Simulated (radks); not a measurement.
# Ga⁴⁺ in [Ne] 3s2 3p5 3d9 4s1: an all-electron calculation

The task here is to estimate one member of a computed series from the others.

The numbers are computed with radks (a radial shooting solver on a logarithmic mesh, Libxc functionals) version 1 (scalar-relativistic Kohn-Sham, PBEsol, spin-polarised, spherical densities, point nucleus; open shells are filled with parallel spins first), except any that are marked as measured or tabulated.

## The system

- element: gallium (Z = 31)
- charge: +4
- electrons: 27
- configuration: [Ne] 3s2 3p5 3d9 4s1

The outer shells:

Ga⁴⁺
```
[Ne] core
3s [↑↓]
3p [↑↓][↑↓][↑ ]
3d [↑↓][↑↓][↑↓][↑↓][↑ ]
4s [↑ ]
```

The first run:

The run's settings:

```text
Z 31
configuration [Ne] 3s2 3p5 3d9 4s1
relativity scalar-relativistic
functional pbe_sol,pbe_sol
spin polarised
nucleus point
c 137.035999084
```

Among the steps run: Self-consistent calculation.

One table of the session follows, with a row left open; its other results are not shown here.

It belongs to the step «Shells». Sizes of the orbitals, from the radial functions (bohr):

| level | <r> | outermost maximum (interpolated) | 90 % within | nodes |
| --- | --- | --- | --- | --- |
| 1s up | 0.04863 | 0.0318 | 0.0869 | 0 |
| 1s down | 0.04862 | 0.0318 | 0.0869 | 0 |
| 2s up | 0.2179 | 0.182 | 0.337 | 1 |
| 2s down | 0.2178 | 0.182 | 0.337 | 1 |
| 2p up | 0.1907 | 0.146 | 0.312 | 0 |
| 2p down | 0.1906 | 0.146 | 0.311 | 0 |
| 3s up | ? | ? | ? | ? |
| 3s down | 0.6426 | 0.562 | 0.958 | 2 |
| 3p up | 0.6612 | 0.561 | 1.01 | 1 |
| 3p down | 0.6628 | 0.562 | 1.01 | 1 |
| 3d up | 0.7129 | 0.517 | 1.18 | 0 |
| 3d down | 0.7158 | 0.518 | 1.19 | 0 |
| 4s up | 1.743 | 1.57 | 2.52 | 3 |
| 4s down | 1.753 | 1.58 | 2.54 | 3 |

**Question.** Estimate the row for 3s up.

As computed: <r>: 0.6415; outermost maximum (interpolated): 0.561; 90 % within: 0.956; nodes: 2. In the column «<r>» it lies between 2s up (0.2179) and 3s down (0.6426).
